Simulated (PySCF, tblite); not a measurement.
# C₇H₁₄BN: geometry, infrared bands and NMR shifts

Aim: predict the infrared bands and NMR shifts of C₇H₁₄BN (`BN1CC/C(=C/CC)C1`).

Computed with tblite 0.8.0 and PySCF 2.14.0, with density-fitted response routines of our own, on a single molecule in the gas phase. Atoms are numbered from 0 throughout.

## Step 1: The molecule as given

23 atoms, charge 0, multiplicity 1; geometry from: force field or distance geometry start.

Bonds of the start (Å): B0–N1 1.49, N1–C2 1.43, C2–C3 1.51, C3–C4 1.49, C4–C5 1.34, C5–C6 1.50, C6–C7 1.52, C4–C8 1.49, C8–N1 1.44, B0–H9 1.21, B0–H10 1.20, C2–H11 1.11, C2–H12 1.12, C3–H13 1.10, C3–H14 1.13, C5–H15 1.07, C6–H16 1.12, C6–H17 1.10, C7–H18 1.10, C7–H19 1.12, C7–H20 1.11, C8–H21 1.11, C8–H22 1.13.

## Step 2: Optimising the geometry with GFN2-xTB

The job: settings as JSON, then the geometry in Å.

```
{"job": {"kind": "relax", "xc": "GFN2-xTB", "basis": "xTB"}, "charge": 0, "multiplicity": 1}
B     -2.646300     1.404400    -0.219900
N     -2.135500     0.164600     0.424700
C     -2.304700    -1.044700    -0.324500
C     -0.999400    -1.358700    -1.024900
C     -0.009900    -0.658500    -0.151400
C      1.324500    -0.819900    -0.134000
C      2.090300     0.034000     0.831700
C      3.071500     0.876500     0.042500
C     -0.730500     0.311600     0.719200
H     -3.108900     2.232000     0.530500
H     -1.955400     1.884200    -1.068900
H     -3.158500    -0.987600    -1.036200
H     -2.486200    -1.859800     0.424500
H     -0.978000    -1.041200    -2.080500
H     -0.811000    -2.466600    -0.965100
H      1.828300    -1.527700    -0.763700
H      2.660100    -0.585700     1.564100
H      1.454300     0.720300     1.410500
H      4.103300     0.538300     0.206400
H      3.012300     1.955000     0.348800
H      2.725300     0.821900    -1.015900
H     -0.603900     0.085400     1.798500
H     -0.346500     1.349300     0.493700
```

Started as:

```
> OMP_NUM_THREADS=1 python probes_run.py task.json out
```

The driver reads the jobs from task.json and runs them one after another.

**Question.** This job is followed by: GFN2-xTB harmonic vibrations, gas phase; GIAO PBE0/pcSseg-1 NMR shielding, non-relativistic, gas phase. What will the session give for the following? strongest single infrared mode (GFN2-xTB); zero-point energy (GFN2-xTB); 13C shifts against TMS (PBE0/pcSseg-1); 1H shifts against TMS (PBE0/pcSseg-1, means over atoms taken as alike); 11B shifts against BF3·OEt2 (PBE0/pcSseg-1); 15N shifts against NH3 (PBE0/pcSseg-1); surface potential, 1st and 99th percentile.

**Answer**, as computed:

| quantity | value |
| --- | --- |
| strongest single infrared mode (GFN2-xTB) | 2628 cm⁻¹, 201 km/mol |
| zero-point energy (GFN2-xTB) | 124.5 kcal/mol |
| 13C shifts against TMS (PBE0/pcSseg-1) | 146.4, 131.4, 58.7, 57.4, 38.1, 28.5, 16.4 ppm |
| 1H shifts against TMS (PBE0/pcSseg-1, means over atoms taken as alike) | 5.74, 4.74, 4.35, 3.66, 2.60, 2.04, 1.03 ppm |
| 11B shifts against BF3·OEt2 (PBE0/pcSseg-1) | 34.1 ppm |
| 15N shifts against NH3 (PBE0/pcSseg-1) | 166.4 ppm |
| surface potential, 1st and 99th percentile | -0.65 V and 0.72 V |

What this shows: The optimisation took 138 steps and gained 2.243 eV; among the close pairs (by a distance rule), B0–N1 changed most, from 1.488 to 1.374 Å. No mode is imaginary among the 63: a minimum at this level. The strongest single mode, at 2628 cm⁻¹, moves mainly H10 and H9. GFN2-xTB is a fitted tight-binding method: band positions and strengths are rough. Its intensities can rank the bands wrongly. The most deshielded hydrogen is H15 (hydrogen on an alkene CH), at 5.74 ppm: attached to an sp2 carbon and in the plane of the double bond. At PBE0/pcSseg-1: The largest span, 212 ppm, is at N1, where the paramagnetic term is -224 ppm.
